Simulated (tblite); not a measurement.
# C5H10F2OSi: the cost of one run

Computed with tblite 0.8.0 and PySCF 2.14.0, with density-fitted response routines of our own, on a single molecule, in the gas phase or a continuum. Atoms count from 0, in the outputs and in this text.

### Step 1. The molecule as given

19 atoms, charge 0, multiplicity 1; geometry from: force field or distance geometry start.

Bonds of the start (Å): C0–C1 1.32, C1–C2 1.52, C2–C3 1.54, C3–O4 1.44, O4–Si5 1.66, C3–C6 1.53, C6–F7 1.36, C6–F8 1.36, C0–H9 1.09, C0–H10 1.09, C1–H11 1.09, C2–H12 1.11, C2–H13 1.09, C3–H14 1.11, Si5–H15 1.50, Si5–H16 1.48, Si5–H17 1.48, C6–H18 1.09.

### Step 2. Optimising the geometry with GFN2-xTB

Job settings and geometry (Å):

```
{"job": {"kind": "relax", "xc": "GFN2-xTB", "basis": "xTB"}, "charge": 0, "multiplicity": 1}
C     -2.953600    -0.445100    -0.527600
C     -1.750700    -0.901200    -0.223600
C     -0.896300    -0.382200     0.923900
C      0.417700     0.282300     0.464900
O      1.213600    -0.750500    -0.147000
Si     2.871300    -0.639500    -0.132300
C      0.157400     1.472000    -0.459000
F     -0.720200     2.330400     0.124500
F      1.312400     2.176200    -0.613100
H     -3.529000    -0.872000    -1.346700
H     -3.430900     0.365700     0.026000
H     -1.327600    -1.728400    -0.792700
H     -1.485200     0.339900     1.529900
H     -0.674000    -1.229000     1.574400
H      0.915000     0.643700     1.385900
H      3.307500    -0.191900     1.228100
H      3.454000    -1.968200    -0.421100
H      3.310900     0.324100    -1.160700
H     -0.202100     1.182900    -1.441300
```

Started as:

```console
$ OMP_NUM_THREADS=1 python probes_run.py task.json out
```

The driver reads the jobs from task.json and runs them one after another.

**Question.** How long does this first job take on 1 thread of Intel Xeon at 2.50GHz, shared host, and how much memory does it need?

About 1.1 s, with a peak of 0.18 GiB.
